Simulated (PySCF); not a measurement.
# How the numerical set-up moves the result for KN (triplet)

Aim: see how much the energy and properties of KN (triplet) depend on the numerical set-up.

Method: method and basis as typed in the scripts; program: PySCF 2.14.0.

4 further runs of the same task are left out: 4 that didn't finish.

### 1 Where the work starts

KN (triplet): 2 atoms, charge 0, spin multiplicity 3.

Bond lengths: K1–N2 2.600 Å.

### 2 Base script

Input file input.py:

```python
from pyscf import gto, scf
from pyscf.geomopt.geometric_solver import optimize

mol = gto.M(
    atom='K 0 0 0; N 0 0 2.6',
    basis='jorge-dzp-dkh',
    charge=0,
    spin=2,
    verbose=4,
)
mf = scf.ROHF(mol)
mf = mf.sfx2c1e()
mf = mf.newton()
mf.kernel()
mol_eq = optimize(mf, maxsteps=30)
print('optimised geometry (angstrom)')
print(mol_eq.tostring('raw'))
print('orbital energies (hartree):', mf.mo_energy[..., max(0, mol.nelec[1]-3):mol.nelec[0]+3].round(4))
```

Run with:

```console
> OMP_NUM_THREADS=1 python input.py
```

Its log is not repeated here.

It gives: at the starting geometry E(SCF) = -655.827094 Eh, 3 macro-iterations, optimised bond 2.628 Å in 3 steps; the optimisation lowers the energy by 0.002 eV.

The triplet is typed in the script; nothing here shows that it is the ground state.

### 3 Cartesian functions on

Variant 1 changes Cartesian functions: off → on.

Input file input.py:

```python
from pyscf import gto, scf
from pyscf.geomopt.geometric_solver import optimize

mol = gto.M(
    atom='K 0 0 0; N 0 0 2.6',
    basis='jorge-dzp-dkh',
    charge=0,
    spin=2,
    cart=True,
    verbose=4,
)
mf = scf.ROHF(mol)
mf = mf.sfx2c1e()
mf = mf.newton()
mf.kernel()
mol_eq = optimize(mf, maxsteps=30)
print('optimised geometry (angstrom)')
print(mol_eq.tostring('raw'))
print('orbital energies (hartree):', mf.mo_energy[..., max(0, mol.nelec[1]-3):mol.nelec[0]+3].round(4))
```

Run with:

```console
> OMP_NUM_THREADS=1 python input.py
```

### 4 Spin-free X2C off

Variant 2 changes spin-free X2C: on → off.

Edit input.py of step 2 so:

```diff
@@ -11,3 +11,2 @@
 mf = scf.ROHF(mol)
-mf = mf.sfx2c1e()
 mf = mf.newton()
```

### 5 6-31g* (X2C off)

Variant 3 changes basis set: jorge-dzp-dkh → 6-31g*; spin-free X2C: on → off.

Edit input.py of step 2 so:

```diff
@@ -5,3 +5,3 @@
     atom='K 0 0 0; N 0 0 2.6',
-    basis='jorge-dzp-dkh',
+    basis='6-31g*',
     charge=0,
@@ -11,3 +11,2 @@
 mf = scf.ROHF(mol)
-mf = mf.sfx2c1e()
 mf = mf.newton()
```

### 6 Ano-rcc-vdzp

Variant 4 changes basis set: jorge-dzp-dkh → ano-rcc-vdzp.

Edit input.py of step 2 so:

```diff
@@ -5,3 +5,3 @@
     atom='K 0 0 0; N 0 0 2.6',
-    basis='jorge-dzp-dkh',
+    basis='ano-rcc-vdzp',
     charge=0,
```

### 7 6-31g (X2C off)

Variant 5 changes basis set: jorge-dzp-dkh → 6-31g; spin-free X2C: on → off.

Edit input.py of step 2 so:

```diff
@@ -5,3 +5,3 @@
     atom='K 0 0 0; N 0 0 2.6',
-    basis='jorge-dzp-dkh',
+    basis='6-31g',
     charge=0,
@@ -11,3 +11,2 @@
 mf = scf.ROHF(mol)
-mf = mf.sfx2c1e()
 mf = mf.newton()
```

What does the calculation give? Wanted: for each run, E(SCF); from base; after the SCF.

**Answer**, as computed:

```csv
run,E(SCF) (hartree),from base (eV),cycles,functions,after the SCF
base,-655.827094,0,3 macro,46,"bond 2.628 Å, -0.002 eV"
Cartesian functions on,-655.828561,-0.0399,3 macro,48,"bond 2.627 Å, -0.002 eV"
spin-free X2C off (poor choice),-653.070890,not comparable,2 macro,46,"bond 2.631 Å, -0.002 eV"
6-31g* (X2C off),-653.457737,not comparable,3 macro,36,"bond 2.608 Å, 0.000 eV"
ano-rcc-vdzp,-655.843132,-0.4364,3 macro,36,"bond 2.528 Å, -0.011 eV"
6-31g (X2C off),-653.449799,not comparable,3 macro,26,"bond 2.652 Å, -0.006 eV"
```

SCF columns refer to the geometry typed in the script.

Of the runs whose energies can be compared, “ano-rcc-vdzp” moves the SCF energy most (-0.436 eV). ano-rcc-vdzp (36 functions) gives an energy 0.44 eV lower than jorge-dzp-dkh (46); size alone doesn't order basis sets of different families. The dearest run is “ano-rcc-vdzp”, at 19 s against 2.6 s. Rows marked «poor choice» come from settings spoiled on purpose.
